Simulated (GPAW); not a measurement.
The system is RhN.

```
Rh N
1.0
     0.00000    2.43105    2.43105
     2.43105    0.00000    2.43105
     2.43105    2.43105    0.00000
Rh N
1 1
Cartesian
  0.0000 0.0000 0.0000
  1.2155 1.2155 1.2155
```

The cell comes from a database or a generator and needn't be the stable form of this composition.

Alike in all runs: program GPAW 26.7.0; functional LDA; potentials or basis the program's PAW data sets (release 1.2.1) made for this functional; cutoff 800 eV; basis pw; k mesh 7 × 7 × 7; occupations gaussian, width 0.05 eV; hubbard terms Rh d U = 8 eV.

Starts and where they ended:

```csv
start,free energy over the lowest (meV/atom),net moment (μB),site or absolute moments (μB),gap
"collinear spin, zero start",704.4,0.00,-,none (metal or under the smearing width)
"collinear spin, random start of up to 0.39 μB",0.0,2.00,Rh +2.22; N -0.14,none (metal or under the smearing width)
"collinear spin, ferromagnetic start of up to 0.6 μB",0.0,2.00,Rh +2.22; N -0.14,none (metal or under the smearing width)
```

The spin-polarised runs without a constraint all converged, yet they end up to 704 meV/atom apart: a converged run can sit in a state that isn't the lowest. A still lower state may exist.
